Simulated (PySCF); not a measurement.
Molecule: F4C2H2, in a box.

```
CELL_PARAMETERS angstrom
12.00000 0.00000 0.00000
0.00000 12.00000 0.00000
0.00000 0.00000 11.00000
ATOMIC_POSITIONS crystal
F 0.47485 0.37925 0.58391
C 0.47279 0.44576 0.48488
C 0.50980 0.55977 0.51730
F 0.61163 0.56482 0.55765
F 0.50770 0.62606 0.41458
F 0.44067 0.60671 0.59808
H 0.52952 0.40193 0.41535
H 0.38901 0.44769 0.44529
```

The cell isn't the ideal one: atoms moved at random, drawn with an rms of 0.05 Å.

Base run:

```yaml
Program: PySCF 2.14.0
Functional: PBEsol0
Potentials_or_basis: def2-svp (all-electron)
k_mesh: 1 × 1 × 1
Occupations: fixed
Spin: no spin polarisation
```

Its results: gap between the frontier levels 11.78 eV.

**Question.** The run is repeated on the same cell with these changes: functional from PBEsol0 to PBE. What comes out?

**Answer.** Gap between the frontier levels 8.73 eV.

PBEsol0 gives the wider gap, since exact exchange removes part of the self-interaction.

Caveats: this is a molecule in a periodic box at the Γ point, so its band gap is the HOMO-LUMO gap; the basis of atomic orbitals isn't converged, which shifts pressures, moduli and gaps.

